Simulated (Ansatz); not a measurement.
# CH4ClOSi: the cost of one run

Program: Ansatz 0.2.0 through its Python package. Level of theory: PBE/def2-SVP. These are calculated values, not measurements.

## 1. The structure

Bond lengths: C1–Si2 1.729 Å, Si2–O3 1.632 Å, Si2–Cl4 2.032 Å, C1–H5 1.137 Å, C1–H6 1.101 Å, Si2–H7 1.502 Å, O3–H8 0.940 Å. Angles: C1–Si2–O3 111.4°, C1–Si2–Cl4 105.4°, C1–Si2–H7 115.1°, O3–Si2–Cl4 104.2°, O3–Si2–H7 111.8°, Cl4–Si2–H7 108.0°, Si2–C1–H5 121.0°, Si2–C1–H6 123.4°, H5–C1–H6 115.4°, Si2–O3–H8 116.6°.

No structure file is read: the coordinates are typed or built in the script.

## 2. The script

The input, bend.py:

```python
# -*- coding: utf-8 -*-
"""Bending curve of CH4ClOSi."""

import warnings

import ansatz as az
from ase import Atoms

BASIS_SET = "def2-SVP"
XC = "pbe"
FORCE_TOL = 0.02

warnings.simplefilter("ignore", az.DeckWarning)

atoms = Atoms(["C", "Si", "O", "Cl", "H", "H", "H", "H"], positions=[
    (-1.0651, 0.6838, -0.101),
    (0.5525, 0.0748, -0.1254),
    (0.8937, -0.7654, 1.2316),
    (0.5794, -1.3236, -1.5989),
    (-1.5803, 1.0167, -1.0584),
    (-1.6348, 0.8552, 0.8256),
    (1.6126, 1.0926, -0.4333),
    (0.7342, -1.6911, 1.2039),
])

# relax first, so that the scan starts from a minimum
first = (
    az.Crystal.molecule_from_ase(atoms).calculation()
    .basis(gaussian=BASIS_SET)
    .functional(XC)
    .spin("collinear", total=1)
    .relax(force_tolerance=FORCE_TOL, max_steps=80)  # relax until the tolerances are met
)
atoms.positions = first.run(threads=1).report["positions_ang"]

rows = []
for angle in [85, 95, 105, 115, 125, 140, 160]:
    bent = atoms.copy()
    bent.set_angle(1, 2, 7, angle, indices=[7])
    setup = (
        az.Crystal.molecule_from_ase(bent).calculation()
        .basis(gaussian=BASIS_SET)  # atom-centred Gaussian functions
        .functional(XC)
        .spin("collinear", total=1)  # two spin channels
    )
    rows.append((angle, setup.run(threads=1).report["free_energy_ev"]))
floor = min(e for _, e in rows)
for angle, e in rows:
    print(f"angle Si1-O2-H7 = {angle:3d} deg   {1000 * (e - floor):9.1f} meV")
```

## 3. The input behind the calls

The engine receives this input (first run):

```yaml
crystal:
  periodic: [false, false, false]
  atoms:
    - { symbol: C, position_ang: [-1.0651, 0.6838, -0.101] }
    - { symbol: Si, position_ang: [0.5525, 0.0748, -0.1254] }
    - { symbol: O, position_ang: [0.8937, -0.7654, 1.2316] }
    - { symbol: Cl, position_ang: [0.5794, -1.3236, -1.5989] }
    - { symbol: H, position_ang: [-1.5803, 1.0167, -1.0584] }
    - { symbol: H, position_ang: [-1.6348, 0.8552, 0.8256] }
    - { symbol: H, position_ang: [1.6126, 1.0926, -0.4333] }
    - { symbol: H, position_ang: [0.7342, -1.6911, 1.2039] }
basis:
  gaussian:
    orbitals: def2-SVP
hamiltonian:
  xc: pbe
magnetization:
  spin_polarized: true
  initial_magnetization: 1.0
relax:
  f_tol: 0.02
  max_steps: 80
```

## 4. Running it

Started as:

```sh
python bend.py
```

Q: Estimate wall time and peak memory on 1 thread of Arm Neoverse V1, shared host.

About 3 min, with a peak of 0.24 GiB.
